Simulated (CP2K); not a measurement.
**C2H3ClF2Si2 (SMILES F[SiH](F)C#C[SiH2]Cl), run twice**

Wanted: the energy of C2H3ClF2Si2, AM1.

The results are computed with CP2K 2026.2.

3 further runs of the same task are left out: 2 that didn't finish, 1 set aside as unsound or not needed.

### 1 The system as given

C2H3ClF2Si2 has 10 atoms, charge 0, and is taken as a singlet. SMILES: `F[SiH](F)C#C[SiH2]Cl`. Geometry: a rough force-field guess.

Bond lengths: F1–Si2 1.668 Å, Si2–F3 1.617 Å, Si2–C4 1.921 Å, C4–C5 1.163 Å, C5–Si6 1.879 Å, Si6–Cl7 2.041 Å, Si2–H8 1.460 Å, Si6–H9 1.498 Å, Si6–H10 1.480 Å. Some angles: F1–Si2–F3 110.6°, F1–Si2–C4 106.6°, F3–Si2–C4 109.9°, Si2–C4–C5 175.0°, C4–C5–Si6 176.9°, C5–Si6–Cl7 108.1°, F1–Si2–H8 108.7°, F3–Si2–H8 110.0°, C4–Si2–H8 111.0°, C5–Si6–H9 110.6°.

### 2 Try one

File job.inp:

```
&GLOBAL
 PROJECT job
 RUN_TYPE ENERGY
 PRINT_LEVEL MEDIUM
&END GLOBAL

&FORCE_EVAL
 METHOD QS
 &DFT
  # Quickstep
  &QUICKSTEP
   METHOD AM1
   EPS_DEFAULT 1.0E-10
   &SE
    &COULOMB
     CUTOFF [angstrom] 50
     RC_RANGE [angstrom] 0
    &END COULOMB
    &EXCHANGE
     CUTOFF [angstrom] 50
     RC_RANGE [angstrom] 0
    &END EXCHANGE
   &END SE
  &END QS
  &POISSON
   PERIODIC NONE
   POISSON_SOLVER ANALYTIC
  &END POISSON
  # self-consistent field
  &SCF
   SCF_GUESS ATOMIC
   EPS_SCF 1.0E-06
   MAX_SCF 30
   &OT
    MINIMIZER DIIS
    PRECONDITIONER FULL_SINGLE_INVERSE
   &END OT
   &OUTER_SCF
    EPS_SCF 1.0E-06
    MAX_SCF 5
   &END OUTER_SCF
  &END SCF
  # extra output
  &PRINT
   &MOMENTS
    PERIODIC F
    REFERENCE COM
    MAX_MOMENT 1
   &END MOMENTS
   &MO_CUBES
    NLUMO 1
    NHOMO -1
    WRITE_CUBE F
   &END MO_CUBES
   &HIRSHFELD OFF
   &END HIRSHFELD
  &END PRINT
 &END DFT
 # structure
 &SUBSYS
  # box in angstrom
  &CELL
   ABC 20.9 22.1 21
   PERIODIC NONE
  &END CELL
  &COORD
   UNIT bohr
   F     -0.0631169    -5.5034494     3.4011291
   Si    -2.1888698    -3.7384452     1.8838680
   F     -4.3561967    -2.7724172     3.8091209
   C     -0.3909843    -0.8930846     0.5234541
   C      0.5327138     0.8842029    -0.3788901
   Si     2.1707284     3.7361775    -1.7170052
   Cl     1.7670829     3.6622892    -5.5518264
   H     -3.3185480    -5.2490923    -0.1302021
   H      4.9346418     3.6706040    -1.1122928
   H      1.0695850     6.1066500    -0.7216864
  &END COORD
  &TOPOLOGY
   &CENTER_COORDINATES
   &END CENTER_COORDINATES
  &END TOPOLOGY
 &END SUBSYS
&END FORCE_EVAL
```

Launch:

```console
$ OMP_NUM_THREADS=1 cp2k.psmp job.inp > job.out
```

What it wrote:

```text
Possible matches for unknown subsection

 QUICKSTEP

   keyword UKS in section %__ROOT__%FORCE_EVAL%DFT score:  104
   keyword MULTIP in section %__ROOT__%FORCE_EVAL%DFT score:  104
   keyword ROKS in section %__ROOT__%FORCE_EVAL%DFT score:  103
   enum MULLIKEN in section %__ROOT__%FORCE_EVAL%DFT for keyword PLUS_U_METHOD score:  103
   keyword SUBCELLS in section %__ROOT__%FORCE_EVAL%DFT score:  103

 *******************************************************************************
 *   ___                                                                       *
 *  /   \                                                                      *
 * [ABORT]                                                                     *
 *  \___/               unknown subsection QUICKSTEP of section DFT            *
 *    |                                                                        *
 *  O/|                                                                        *
 * /| |                                                                        *
 * / \                                               input/input_parsing.F:192 *
 *******************************************************************************

 ===== Routine Calling Stack =====

            4 section_vals_parse
            3 section_vals_parse
            2 section_vals_parse
            1 read_input

Program received signal SIGABRT: Process abort signal.

Backtrace for this error:
#0  0x445eb0b9f957 in ???
#1  0x445ed1454cac in __pthread_kill_implementation
#2  0x445ed13fbfb7 in raise
#3  0x445ed13e5d37 in abort
#4  0x445eb1272d83 in ???
#5  0x445eb1274297 in ???
#6  0x445eb13e3e77 in ???
#7  0x445eb13e38f7 in ???
#8  0x445eb13e38f7 in ???
#9  0x445eb0cb9807 in ???
#10  0x445eb1524e8b in ???
#11  0x445eb1529d0b in ???
#12  0x445eb0c40db3 in ???
#13  0x445eb0c3ef13 in ???
#14  0x445ed13e6573 in __libc_start_call_main
#15  0x445ed13e6657 in __libc_start_main_impl
#16  0x445eb0c3f06f in ???
#17  0xffffffffffffffff in ???
```

Run time: 0.46 s. Hardware: 1 thread of Arm Neoverse N1, shared host; peak memory 0.13 GiB.

### 3 Reading the log

The input was rejected.

The telling line is `\___/               unknown subsection QUICKSTEP of section DFT`. Cause: unknown section.

### 4 Try two

File run.inp:

```
&GLOBAL
  PROJECT_NAME run
  RUN_TYPE ENERGY
  PRINT_LEVEL MEDIUM
&END GLOBAL
&FORCE_EVAL
  METHOD Quickstep
  &DFT
    &QS
      METHOD AM1
      EPS_DEFAULT 1.0E-10
      &SE
        &COULOMB
          CUTOFF [angstrom] 50
          RC_RANGE [angstrom] 0
        &END COULOMB
        &EXCHANGE
          CUTOFF [angstrom] 50
          RC_RANGE [angstrom] 0
        &END EXCHANGE
      &END SE
    &END QS
    &POISSON
      PERIODIC NONE
      POISSON_SOLVER ANALYTIC
    &END POISSON
    &SCF
      SCF_GUESS ATOMIC
      EPS_SCF 1.0E-06
      MAX_SCF 30
      &OT
        MINIMIZER DIIS
        PRECONDITIONER FULL_SINGLE_INVERSE
      &END OT
      &OUTER_SCF
        EPS_SCF 1.0E-06
        MAX_SCF 5
      &END OUTER_SCF
    &END SCF
    &PRINT
      &MOMENTS
        PERIODIC F
        REFERENCE COM
        MAX_MOMENT 1
      &END MOMENTS
      &MO_CUBES
        NLUMO 1
        NHOMO -1
        WRITE_CUBE F
      &END MO_CUBES
      &HIRSHFELD OFF
      &END HIRSHFELD
    &END PRINT
  &END DFT
  &SUBSYS
    &CELL
      ABC 20.9 22.1 21
      PERIODIC NONE
    &END CELL
    &COORD
      UNIT bohr
      F     -0.0631169    -5.5034494     3.4011291
      Si    -2.1888698    -3.7384452     1.8838680
      F     -4.3561967    -2.7724172     3.8091209
      C     -0.3909843    -0.8930846     0.5234541
      C      0.5327138     0.8842029    -0.3788901
      Si     2.1707284     3.7361775    -1.7170052
      Cl     1.7670829     3.6622892    -5.5518264
      H     -3.3185480    -5.2490923    -0.1302021
      H      4.9346418     3.6706040    -1.1122928
      H      1.0695850     6.1066500    -0.7216864
    &END COORD
    &TOPOLOGY
      &CENTER_COORDINATES
      &END CENTER_COORDINATES
    &END TOPOLOGY
  &END SUBSYS
&END FORCE_EVAL
```

Launch:

```console
$ OMP_NUM_THREADS=1 cp2k.psmp -i run.inp > run.out 2>&1
```

What it wrote:

```text
CP2K| version string:                                       CP2K version 2026.2
[...]
 GLOBAL| Method name                                                        CP2K
[...]
 GLOBAL| Run type                                                         ENERGY
[...]
                             - Atoms:                                         10
[...]
                             - Spherical basis functions:                     31
[...]
 Number of electrons:                                                         40
[...]
     1 OT DIIS     0.80E-01    0.0     0.32973626       -59.9691224887 -6.00E+01
[...]
    17 OT DIIS     0.80E-01    0.0     0.00000075       -66.6151929096 -1.96E-10
  *** SCF run converged in    17 steps ***
  Core-core repulsion energy [eV]:                           2914.16709490004223
  Core Hamiltonian energy [eV]:                             -3001.53387902152099
  Two-electron integral energy [eV]:                        -3450.64960164175955
  Electronic energy [eV]:                                   -4726.85867984240122
  Total energy [eV]:                                        -1812.69158494235830
  Atomic reference energy [eV]:                              1804.49889229577275
  Heat of formation [kcal/mol]:                              -188.92799561736371
[...]
 SE_DIPOLE| Moment [Debye]          0.14288845      -0.45625787      -0.23146994
 SE_DIPOLE| Derivative [a.u.]       0.00000000       0.00000000       0.00000000
 *** WARNING in qs_scf_post_se.F:140 :: Printing of MO cube files not ***
 *** implemented for Semi-Empirical method.                           ***
 ENERGY| Total FORCE_EVAL ( QS ) energy [hartree]            -66.615192909625193
[...]
```

Wall time 0.94 s (1 thread of Arm Neoverse N1, shared host); peak memory 0.14 GiB.

### 5 Summary of results

Level: AM1.

| quantity | value |
| --- | --- |
| total energy | -66.61519 Eh |
| dipole moment | 0.53 D |
| heat of formation | -188.9 kcal/mol |
